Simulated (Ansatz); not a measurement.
# C4H6F4: basis-set convergence

An exercise on one series of results from a longer session: the logs are not shown, and one member is left open.

Method: one geometry, several basis sets; program: Ansatz 0.2.0, Gaussian basis.

Levels to be run: PBE0-D4/def2-SVP; ωB97M-V/def2-SVP; PBE0-D4/def2-QZVPP; ωB97M-V/def2-QZVPP; the functionals' def2-TZVPP values are taken from earlier runs.

### The geometry

The geometry comes from an earlier relaxation with PBE0-D4 in a triple-zeta def2 set; it is a stationary point, not always the lowest conformer.

SMILES `FC[C@@H](F)[C@H](F)CF`, 14 atoms, charge 0, spin multiplicity 1.

Atoms are counted from 1 here; the program's logs count them from 0.

Bond lengths: F1–C2 1.376 Å, C2–C3 1.506 Å, C2–H9 1.092 Å, C2–H10 1.094 Å, C3–F4 1.384 Å, C3–C5 1.513 Å, C3–H11 1.096 Å, C5–F6 1.384 Å, C5–C7 1.506 Å, C5–H12 1.096 Å, C7–F8 1.376 Å, C7–H13 1.092 Å, C7–H14 1.094 Å. Angles: F1–C2–C3 109.7°, F1–C2–H9 108.8°, F1–C2–H10 108.5°, C3–C2–H9 110.2°, C3–C2–H10 110.1°, H9–C2–H10 109.5°, C2–C3–F4 109.3°, C2–C3–C5 112.2°, C2–C3–H11 109.3°, F4–C3–C5 110.0°, F4–C3–H11 107.2°, C5–C3–H11 108.8°, C3–C5–F6 110.0°, C3–C5–C7 112.2°, C3–C5–H12 108.8°, F6–C5–C7 109.3°, F6–C5–H12 107.2°, C7–C5–H12 109.3° and more.

Set-up of the first run:

Input file in.yaml:

```yaml
crystal:
  periodic: [false, false, false]
  atoms:
    - {symbol: F, position_ang: [-1.590384, -1.489973, 2.082551]}
    - {symbol: C, position_ang: [-0.864908, -0.396157, 1.669256]}
    - {symbol: C, position_ang: [-0.447440, -0.576554, 0.233932]}
    - {symbol: F, position_ang: [-1.561342, -0.478445, -0.581498]}
    - {symbol: C, position_ang: [0.594339, 0.435714, -0.190633]}
    - {symbol: F, position_ang: [0.225229, 1.700049, 0.234274]}
    - {symbol: C, position_ang: [0.797289, 0.452402, -1.682446]}
    - {symbol: F, position_ang: [1.928587, 1.173400, -1.988861]}
    - {symbol: H, position_ang: [-1.485360, 0.496143, 1.772761]}
    - {symbol: H, position_ang: [0.018538, -0.303156, 2.308611]}
    - {symbol: H, position_ang: [-0.036350, -1.584272, 0.100749]}
    - {symbol: H, position_ang: [1.544008, 0.193297, 0.300887]}
    - {symbol: H, position_ang: [-0.059198, 0.916955, -2.174883]}
    - {symbol: H, position_ang: [0.923992, -0.568602, -2.055801]}
basis:
  gaussian: {orbitals: def2-SVP}
hamiltonian: {xc: pbe0, dispersion: d4}
output: {orbitals: {seedname: orbitals}}
```

On the command line:

```sh
ansatz run in.yaml --threads 2 --pin off --events-out ev --progress --plain --max-ram 32768MiB --backend cpu
```

Among the steps run: PBE0-D4 in def2-SVP; ωB97M-V in def2-SVP; PBE0-D4 in def2-QZVPP; ωB97M-V in def2-QZVPP.

One table of the session follows, with a row left open; its other results are not shown here.

It belongs to the step «Functionals by basis». 

```
functional       basis  HOMO (eV)  LUMO (eV)
   PBE0-D4    def2-SVP      -9.30       1.28
   PBE0-D4  def2-TZVPP      -9.48       0.83
   PBE0-D4  def2-QZVPP      -9.53       0.42
   ωB97M-V    def2-SVP          ?          ?
   ωB97M-V  def2-TZVPP     -11.87       2.33
   ωB97M-V  def2-QZVPP     -11.93       1.64
```

Q: Estimate the row for ωB97M-V, def2-SVP from the others.

The run gave: HOMO (eV): -11.68; LUMO (eV): 3.01. In the column «HOMO (eV)» it lies between ωB97M-V, def2-TZVPP (-11.87) and PBE0-D4, def2-QZVPP (-9.53).
